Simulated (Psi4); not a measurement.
**GeH2 (SMILES [GeH2]): B3LYP/def2-SVP (sweep point 5)**

What is the vertical electron affinity of GeH2 at B3LYP/def2-SVP (sweep point 5)? 

The calculation is run with Psi4 1.11.

4 further runs of the same task are left out: 4 set aside as unsound or not needed.

## (1) The structure to begin with

The species is GeH2 (3 atoms), meant as a singlet with charge 0. As SMILES, `[GeH2]`. Geometry: relaxed at PBE0-D4/def2-TZVP.

Bond lengths: Ge1–H2 1.595 Å, Ge1–H3 1.594 Å. Angles: H2–Ge1–H3 90.6°.

## (2) The energy at B3LYP/def2-SVP (sweep point 5)

input.inp reads:

```
memory 1.6 GB

molecule geom {
  0 1
  Ge    -1.07733286     0.76552805    -0.49832078
  H      1.47965556     1.40520035     0.96187060
  H     -0.40232269    -2.17072840    -0.46354982
  units au
  symmetry c1
}

set {
  puream               true
  scf_type             pk
  dft_radial_points    75
  dft_spherical_points 302
}

result, w = energy('b3lyp/def2-SVP', return_wfn=True)
```

On the command line:

```console
$ psi4 -n 1 input.inp input.out
```

input.out:

```text
[...]
  Running in c1 symmetry.
[...]
  Nuclear repulsion =   21.473702033599352
[...]
  Multiplicity = 1
[...]
  Nalpha       = 17
  Nbeta        = 17
[...]
    Number of basis functions: 42
[...]
   @RKS iter   1: -2076.67714644977605   -2.26981e+00   5.50085e-02 ADIIS/DIIS
[...]
   @RKS iter   8: -2077.93236969382224   -7.89441e-10   7.25667e-08 DIIS
[...]
    Orbital Energies [Eh]
    ---------------------
    Doubly Occupied:
       1A   -398.708088     2A    -49.775137     3A    -44.311507
       4A    -44.307946     5A    -44.307127     6A     -6.222852
       7A     -4.404622     8A     -4.392472     9A     -4.389419
      10A     -1.224357    11A     -1.221047    12A     -1.218507
      13A     -1.210936    14A     -1.208416    15A     -0.518763
      16A     -0.314366    17A     -0.245954
[...]
  @RKS Final Energy: -2077.93236969382224
   => Energetics <=
    Nuclear Repulsion Energy =             21.4737020335993520
    One-Electron Energy =               -2937.7632603067095260
    Two-Electron Energy =                 902.5205549802801670
    DFT Exchange-Correlation Energy =     -64.1633664009921318
    Empirical Dispersion Energy =           0.0000000000000000
    VV10 Nonlocal Energy =                  0.0000000000000000
    Total Energy =                      -2077.9323696938222383
[...]
 Multipole Moments:
 ------------------------------------------------------------------------------------
     Multipole            Electronic (a.u.)      Nuclear  (a.u.)        Total (a.u.)
 ------------------------------------------------------------------------------------
 L = 1.  Multiply by 2.5417464519 to convert [e a0] to [Debye]
 Dipole X            :         -1.9824247            1.9501117           -0.0323130
 Dipole Y            :          1.2873521           -1.2664574            0.0208947
 Dipole Z            :         -0.0000000           -0.0000000           -0.0000000
 Magnitude           :                                                    0.0384801
[...]
```

Run time: 3.9 s. Hardware: 1 thread of Intel Xeon Platinum 8259CL at 2.50GHz (Skylake/Cascade Lake), shared host; peak memory 0.29 GiB.

## (3) The doublet anion, same level

geh2.dat reads:

```
memory 1600 MB

molecule m {
  -1 2
  Ge    -1.07733286     0.76552805    -0.49832078
  H      1.47965556     1.40520035     0.96187060
  H     -0.40232269    -2.17072840    -0.46354982
  units bohr
  symmetry c1
}

set {
  reference            uks
  puream               true
  scf_type             pk
  dft_radial_points    75
  dft_spherical_points 302
  maxiter              150
}

energy_value, wavefunction = energy('b3lyp/def2-SVP', return_wfn=True)
print_variables()
```

On the command line:

```console
$ psi4 -i geh2.dat -o geh2.out -n 1
```

geh2.out:

```text
[...]
  Running in c1 symmetry.
[...]
  Nuclear repulsion =   21.473702033599352
[...]
  Multiplicity = 2
[...]
  Nalpha       = 18
  Nbeta        = 17
[...]
    Number of basis functions: 42
[...]
   @UKS iter   1: -2076.38961855846674   -1.98228e+00   5.71363e-02 ADIIS/DIIS
[...]
   @UKS iter   9: -2077.96009445952222   -6.32735e-09   3.09839e-07 DIIS
[...]
   @S^2 Observed:                7.527846062E-01
[...]
    Orbital Energies [Eh]
    ---------------------
    Alpha Occupied:
       1A   -398.414647     2A    -49.481434     3A    -44.016505
       4A    -44.015317     5A    -44.014578     6A     -5.928878
       7A     -4.104467     8A     -4.102076     9A     -4.099241
      10A     -0.925613    11A     -0.924725    12A     -0.923203
      13A     -0.922353    14A     -0.920362    15A     -0.261185
      16A     -0.068012    17A      0.001245    18A      0.066274
    Alpha Virtual:
      19A      0.259646    20A      0.294278    21A      0.370806
      22A      0.523667    23A      0.543641    24A      0.575026
      25A      0.630137    26A      0.633282    27A      0.635410
[...]
  @UKS Final Energy: -2077.96009445952222
   => Energetics <=
    Nuclear Repulsion Energy =             21.4737020335993520
    One-Electron Energy =               -2947.5298232655977699
    Two-Electron Energy =                 912.4416057184434976
    DFT Exchange-Correlation Energy =     -64.3455789459673184
    Empirical Dispersion Energy =           0.0000000000000000
    VV10 Nonlocal Energy =                  0.0000000000000000
    Total Energy =                      -2077.9600944595222245
[...]
 Multipole Moments:
 ------------------------------------------------------------------------------------
     Multipole            Electronic (a.u.)      Nuclear  (a.u.)        Total (a.u.)
 ------------------------------------------------------------------------------------
 L = 1.  Multiply by 2.5417464519 to convert [e a0] to [Debye]
 Dipole X            :         -2.1341858            1.9501117           -0.1840741
 Dipole Y            :          1.3858834           -1.2664574            0.1194260
 Dipole Z            :         -0.0000000           -0.0000000           -0.0000000
 Magnitude           :                                                    0.2194216
[...]
```

Run time: 4.5 s. Hardware: 1 thread of Intel Xeon Platinum 8259CL at 2.50GHz (Skylake/Cascade Lake), shared host; peak memory 0.29 GiB.

## (4) Results

At B3LYP/def2-SVP (sweep point 5):

| quantity | value |
| --- | --- |
| singlet GeH2: total energy | -2077.93237 Eh |
| singlet GeH2: dipole moment | 0.10 D |
| singlet GeH2: HOMO energy | -6.69 eV |
| singlet GeH2: LUMO energy | -3.27 eV |
| singlet GeH2: HOMO–LUMO gap | 3.43 eV |
| doublet anion: total energy | -2077.96009 Eh |
| doublet anion: HOMO energy (highest over α and β) | 1.80 eV |
| doublet anion: LUMO energy (lowest over α and β) | 4.34 eV |
| doublet anion: ⟨S²⟩ | 0.753 |
| vertical electron affinity (to the doublet anion) | 0.754 eV |

**Reading.** At fixed nuclei the extra electron is bound by 0.75 eV (72.8 kJ/mol). The basis has no diffuse functions, so the error can be as large as this value. The HOMO (doublet anion) lies at positive energy, 1.80 eV; only total energies tell whether the electron is bound.
